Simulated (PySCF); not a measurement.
# In3N: structure of the singlet

Where does singlet In3N go from a trigonal planar start, is the end point a minimum, and what are its modes, charges and moments?

Method: PBE0, basis N def2-SVP, In def2-SVP with ECP28, scalar-relativistic core potentials, no spin–orbit coupling, density fitting; program: PySCF 2.14.0.

**1. The system as given**

4 atoms, charge 0, spin multiplicity 1.

Bond lengths: N1–In2 2.130 Å, N1–In3 2.130 Å, N1–In4 2.130 Å. Angles: In2–N1–In3 120.0°, In2–N1–In4 120.0°, In3–N1–In4 120.0°.

```xyz
4
charge 0 multiplicity 1
N     0.0000    0.0000    0.0000
In    2.1300    0.0000    0.0000
In   -1.0650    1.8446    0.0000
In   -1.0650   -1.8446    0.0000
```

**2. Relaxing the singlet from the trigonal planar start**

One driver script runs all steps and calls PySCF; scf.py shows how it sets up the SCF of each step. The optimiser is the driver's own. Before each start the driver seeks the lowest SCF state from one or more starting densities and follows internal instabilities, so scf.py alone need not reach the same state.

The program finds D3h symmetry in the start, which this walk keeps.

scf.py

```python
from pyscf import gto, scf, dft
mol = gto.M(atom='''
N      0.000000    -0.000000     0.000000
In     2.129980     0.000017    -0.000000
In    -1.065005     1.844609    -0.000000
In    -1.064975    -1.844626     0.000000''',
    basis={'N': 'def2-SVP', 'In': 'def2-SVP'},
    ecp={'In': 'def2-SVP'},
    charge=0, spin=0)
mf = dft.RKS(mol, xc='PBE0')
mf.grids.atom_grid = (50, 194)
aux = {'N': 'def2-universal-JKFIT', 'In': 'def2-universal-JKFIT'}
mf = mf.density_fit(auxbasis=aux)
mf.kernel()
```

Steps of the walk:

| step | energy (Eh) | change (kJ/mol) | largest symmetric gradient (Eh/bohr) |
| --- | --- | --- | --- |
| 0 | -625.109878 | 0.00 | 0.00447 |
| 1 | -625.110031 | -0.40 | 0.00232 |
| 2 | -625.110086 | -0.55 | 0.00008 |
| 3 | -625.110086 | -0.55 | 0.00000 |

The walk ran for 7.6 s (4 threads, shared host).

After 3 steps and 0.5 kJ/mol it ends at D3h: N–In 2.114 Å (×3); In–N–In 120.0° (×3).

**3. Is it a minimum? Harmonic modes**

On the finer grid the gradient is checked again; gradients at displacements of ±0.01 bohr then give force constants and infrared intensities.

scf.py: that of step 2 with these lines changed.

```diff
@@ -3,4 +3,4 @@
-N      0.000000    -0.000000     0.000000
-In     2.129980     0.000017    -0.000000
-In    -1.065005     1.844609    -0.000000
-In    -1.064975    -1.844626     0.000000''',
+N      0.000000     0.000000     0.000000
+In     2.113796     0.000017     0.000000
+In    -1.056913     1.830593    -0.000000
+In    -1.056883    -1.830609     0.000000''',
@@ -11 +11 @@
-mf.grids.atom_grid = (50, 194)
+mf.grids.atom_grid = (75, 302)
```

The driver hands on the density of the step before, so the log starts near convergence.

SCF at the final geometry:

```text
init E= -625.110065755698
  HOMO = -0.203752164822294  LUMO = -0.0580126431792712  gap/eV = 3.96577
cycle= 1 E= -625.110065755664  delta_E= 3.46e-11  |g|= 1.14e-05  |ddm|= 1.12e-05
  HOMO = -0.203754300224436  LUMO = -0.0580134295948203  gap/eV = 3.96581
cycle= 2 E= -625.110065755342  delta_E= 3.21e-10  |g|= 3.7e-05  |ddm|= 3.62e-05
  HOMO = -0.203752685282984  LUMO = -0.0580128414498434  gap/eV = 3.96578
cycle= 3 E= -625.110065755698  delta_E= -3.56e-10  |g|= 1.24e-07  |ddm|= 2.76e-05
  HOMO = -0.20375267816892  LUMO = -0.0580128346408461  gap/eV = 3.96578
cycle= 4 E= -625.110065755697  delta_E= 1.59e-12  |g|= 1.28e-08  |ddm|= 2.19e-07
  HOMO = -0.203752679966749  LUMO = -0.0580128363959984  gap/eV = 3.96578
Extra cycle  E= -625.110065755698  delta_E= -1.59e-12  |g|= 1.21e-08  |ddm|= 4.76e-08
converged SCF energy = -625.110065755698
```

The whole step took 15 s.

Geometry: D3h; N–In 2.114 Å (×3); In–N–In 120.0° (×3).

Modes, for the most abundant isotopes:

```tsv
symmetry	ω (cm⁻¹)	IR (km/mol)
e'	65	1.1
a2''	144	1.5
a1'	186	0.0
e'	600	777
```

Every mode is real; the point is a minimum.

Properties at this point:

* Dipole moment: 0.00 D
* Highest occupied level: -5.54 eV
* Lowest empty level: -1.58 eV
* Rotational constants: 0.02189, 0.02189, 0.01094 cm⁻¹
* Zero-point energy: 9.9 kJ/mol
* Principal polarisabilities: 102.2, 173.6, 173.6 bohr³
* Atomisation energy without zero-point energy: 794 kJ/mol
* Principal traceless quadrupole moments about the centre of mass: -3.10, -3.10, 6.21 D Å
* Entropy at 298.15 K and 1 bar: 362.2 J/(mol K)
* Heat capacity Cp at 298.15 K: 74.1 J/(mol K)
* Enthalpy at 298.15 K above 0 K: 18.22 kJ/mol
* Rotational symmetry number: 6

Populations by atom (charges in e):

| atom | Mulliken | Löwdin | polar tensor | Mayer order to N1 |
| --- | --- | --- | --- | --- |
| N1 | -0.76 | -0.45 | -1.56 | – |
| In2,3,4 | 0.25 | 0.15 | 0.52 | 0.99 |

Mulliken populations on N1: s 3.72, p 4.04, d 0.00.

**4. Outcome**

```
                                 quantity                                     value
                                  minimum                              singlet, D3h
                                 geometry    N–In 2.114 Å (×3); In–N–In 120.0° (×3)
                       wavenumbers (cm⁻¹)  65 (e'), 144 (a2''), 186 (a1'), 600 (e')
                            dipole moment                                    0.00 D
     highest occupied, lowest empty level                           -5.54, -1.58 eV
                polar-tensor charge of N1                                   -1.56 e
                        zero-point energy                                9.9 kJ/mol
                      entropy at 298.15 K                           362.2 J/(mol K)
atomisation energy (no zero-point energy)                                794 kJ/mol
```

In words: The trigonal planar start keeps its D3h symmetry and ends in a minimum. The strongest infrared band lies at 600 cm⁻¹ (e'). The dipole vanishes although N1 carries -1.6 e by the polar tensor: the bond dipoles cancel. Other starts or spin states, not run here, may lie lower. The soft modes, below some 90 cm⁻¹, carry numerical noise of tens of cm⁻¹, and the entropy with them.

The search up to here took 23 s.
